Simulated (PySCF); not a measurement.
# CH6BF2OP: the cost of one run

Programs: PySCF 2.14.0, with density-fitted response routines of our own. Each step states its level of theory. These are calculated values for one molecule in the gas phase, unless marked as measured. Atoms are numbered from 0 throughout.

## 1. The molecule as given

12 atoms, charge 0, multiplicity 1; geometry from: GFN2-xTB. The atoms were then displaced at random by about 0.01 Å, so the start is not that level's minimum.

Bonds of the start (Å): F0–C1 1.45, C1–F2 1.36, C1–O3 1.33, O3–B4 1.44, B4–P5 2.00, C1–H6 1.11, B4–H7 1.20, B4–H8 1.16, P5–H9 1.38, P5–H10 1.38, P5–H11 1.39.

## 2. Relaxing the molecule at PBE0-D3(BJ)/def2-SVP

What the job is given:

```
{"job": {"xc": "PBE0", "basis": "def2-SVP", "d3": "d3bj", "grid": 1, "shake": 0.01, "kind": "geom"}, "charge": 0, "multiplicity": 1}
F     -0.995950    -1.140860     0.661140
C     -1.680850    -0.137290    -0.125660
F     -2.695780    -0.812580    -0.721620
O     -0.828840     0.376470    -1.009950
B      0.322940     1.070920    -0.491510
P      1.457370    -0.426360     0.187910
H     -2.106810     0.559170     0.619650
H      0.119290     1.801770     0.436400
H      0.921360     1.552540    -1.365700
H      2.836830    -0.308020     0.160580
H      1.328710    -1.580290    -0.550820
H      1.361420    -0.983730     1.455320
```

Run with:

```console
$ OMP_NUM_THREADS=1 python probes_run.py task.json out
```

The driver reads the jobs from task.json and runs them one after another.

Q: Estimate the wall time and peak memory of this first job on 1 thread of Arm Neoverse V2, shared host.

About 50 s, with a peak of 0.49 GiB.
